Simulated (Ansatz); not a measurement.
# ClGeH3: the cost of one run

All numbers below are computed with Ansatz 0.2.0 (RKS PBE-D4/def2-SVP).

### Step 1. Starting point

Bond lengths: Ge1–H2 1.550 Å, Ge1–H3 1.550 Å, Ge1–Cl4 2.218 Å, Ge1–H5 1.549 Å. Angles: H2–Ge1–H3 109.5°, H2–Ge1–Cl4 109.5°, H2–Ge1–H5 109.5°, H3–Ge1–Cl4 109.5°, H3–Ge1–H5 109.5°, Cl4–Ge1–H5 109.5°.

Structure file:

```xyz
5

Ge    0.0000    0.0000    0.0000
H     0.0000    0.0000    1.5500
H     1.4616    0.0000   -0.5162
Cl   -1.0456    1.8115   -0.7393
H    -0.7300   -1.2648   -0.5162
```

### Step 2. Relaxing the start

The input, input.yaml:

```yaml
crystal:
  periodic: [false, false, false]
  atoms:
    - { symbol: Ge, position_ang: [0.0, 0.0, 0.0] }
    - { symbol: H, position_ang: [0.0, 0.0, 1.55] }
    - { symbol: H, position_ang: [1.4616, 0.0, -0.5162] }
    - { symbol: Cl, position_ang: [-1.0456, 1.8115, -0.7393] }
    - { symbol: H, position_ang: [-0.73, -1.2648, -0.5162] }
basis:
  gaussian: { orbitals: def2-SVP }
hamiltonian:
  xc: pbe
  dispersion: d4
relax:
  f_tol: 0.02
  max_steps: 40
```

Run with:

```console
ansatz run input.yaml --threads 1 --pin off --max-ram 2048MiB --backend cpu --events-out ev --progress --plain --runs-dir out
```

What time and memory should one allow on 1 thread of Arm Neoverse V2, shared host?

About 5.5 s, with a peak of 0.11 GiB.
